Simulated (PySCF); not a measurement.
# Br2Pb (Pb(Br)22+): the cost of one run

Computed with PySCF 2.14.0. Level: TPSS, Pb def2-SVP with ECP60, Br def2-SVP; scalar-relativistic core potentials, no spin–orbit coupling.

3 further runs of the same task are left out: 2 for a known fault of the program, 1 that didn't finish.

## Step 1: The starting structure

3 atoms, charge 2, spin multiplicity 1.

Bond lengths: Pb1–Br2 2.511 Å, Pb1–Br3 2.511 Å. Angles: Br2–Pb1–Br3 180.0°.

Geometry (Å):

```xyz
3
charge 2, multiplicity 1
Pb    0.0000    0.0000    0.0000
Br    0.0000    0.0000    2.5110
Br    0.0000    0.0000   -2.5110
```

Formal oxidation states: Pb +4.

## Step 2: SCF at the start, singlet

The input, run.py (the lines that set the calculation):

```python
mol = gto.M(atom='''
Pb     0.00000     0.00000     0.00000
Br     0.00000     0.00000     2.51100
Br     0.00000     0.00000    -2.51100''',
    basis={'Pb': 'def2-SVP', 'Br': 'def2-SVP'},
    ecp={'Pb': 'def2-SVP'},
    charge=2, spin=0)
mf = dft.RKS(mol, xc='TPSS')
mf.grids.atom_grid = (50, 194)
mf = mf.density_fit()  # fitting sets: Pb def2-universal-JKFIT, Br def2-universal-JKFIT
mf.conv_tol = 1e-08; mf.max_cycle = 55
mf.kernel(dm0)  # dm0: free metal ions and neutral atoms
```

The run is started by

```
> OMP_NUM_THREADS=2 python run.py
```

Q: Estimate wall time and peak memory on 2 threads of Arm Neoverse V1, shared host.

About 2.7 s, with a peak of 0.31 GiB.
